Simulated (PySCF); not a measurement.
# GaF under other conditions

One physical setting of the base script is moved in each run, with the edits that it forces.

Computed with PySCF 2.14.0. Level: each script names its method and basis.

1 further run of the same task is left out (it didn't finish).

**1. The starting structure**

GaF: 2 atoms, charge 0, spin multiplicity 1.

Bond lengths: Ga1–F2 2.093 Å.

**2. The run that the others are compared with**

File input.py:

```python
from pyscf import gto, scf

mol = gto.M(
    atom='Ga 0 0 0; F 0 0 2.093',
    basis='crenbl',
    ecp={'Ga': 'crenbl', 'F': 'crenbl'},
    charge=0,
    spin=0,
    symmetry=True,
    verbose=4,
)
mf = scf.RHF(mol)
mf.kernel()
mf.mulliken_pop()
mf.dip_moment()
print('orbital energies (hartree):', mf.mo_energy[..., max(0, mol.nelec[1]-3):mol.nelec[0]+3].round(4))
```

Run with:

```bash
$ OMP_NUM_THREADS=1 python input.py
```

Its log is not repeated here.

Base result: E(SCF) = -101.479199 Eh, 10 cycles, μ = 4.90 D.

The bond length is a typed value, not an optimised one.

**3. Quintet (UHF)**

Run 1 changes spin (2S): 0 → 4; SCF type: RHF → UHF.

File input.py:

```python
from pyscf import gto, scf

mol = gto.M(
    atom='Ga 0 0 0; F 0 0 2.093',
    basis='crenbl',
    ecp={'Ga': 'crenbl', 'F': 'crenbl'},
    charge=0,
    spin=4,
    symmetry=True,
    verbose=4,
)
mf = scf.UHF(mol)
mf.kernel()
mf.mulliken_pop()
mf.dip_moment()
print('orbital energies (hartree):', [e[max(0, n-3):n+3].round(4) for e, n in zip(mf.mo_energy, mol.nelec)])
```

Run with:

```bash
$ OMP_NUM_THREADS=1 python input.py
```

**4. Charge +1 (doublet, UHF)**

Run 2 changes charge: 0 → 1; spin (2S): 0 → 1; SCF type: RHF → UHF.

File input.py:

```python
from pyscf import gto, scf

mol = gto.M(
    atom='Ga 0 0 0; F 0 0 2.093',
    basis='crenbl',
    ecp={'Ga': 'crenbl', 'F': 'crenbl'},
    charge=1,
    spin=1,
    symmetry=True,
    verbose=4,
)
mf = scf.UHF(mol)
mf.kernel()
mf.mulliken_pop()
mf.dip_moment()
print('orbital energies (hartree):', [e[max(0, n-3):n+3].round(4) for e, n in zip(mf.mo_energy, mol.nelec)])
```

**5. Electric field 0.05 a.u.**

Run 3 changes electric field: none → 0.05 a.u.; point-group symmetry: on → off.

Changes to input.py since step 2:

```diff
@@ -8,3 +8,2 @@
     spin=0,
-    symmetry=True,
     verbose=4,
@@ -12,2 +11,7 @@
 mf = scf.RHF(mol)
+field = 0.05  # electric field along z, atomic units
+h = mf.get_hcore() + field*mol.intor('int1e_r')[2]
+mf.get_hcore = lambda *args: h
+e_nuc = mol.energy_nuc() - field*mol.atom_charges() @ mol.atom_coords()[:, 2]
+mf.energy_nuc = lambda *args: e_nuc
 mf.kernel()
```

**Question.** What will these runs give? Wanted: for each run, E(SCF); from base; gap, α spin; SCF dipole.

As calculated:

```tsv
run	E(SCF) (hartree)	from base (eV)	cycles	gap, α spin (eV)	SCF dipole (D)
base	-101.479199	0	10	11.32	4.90
quintet (UHF)	-101.199707	+7.6054	10	8.05	1.02
charge +1 (doublet, UHF)	-101.143478	+9.1354	15	13.59	n/a
electric field 0.05 a.u.	-101.427947	+1.3946	10	10.44	0.08
```

In words: The largest comparable shift of the SCF energy, +7.605 eV, comes with the run “quintet (UHF)”. The quintet solution found lies 7.61 eV above the base singlet at this geometry and level. At the SCF level, going to the doublet with one electron fewer costs 9.14 eV at fixed geometry, against 10.65 eV for the negative of the highest filled level.
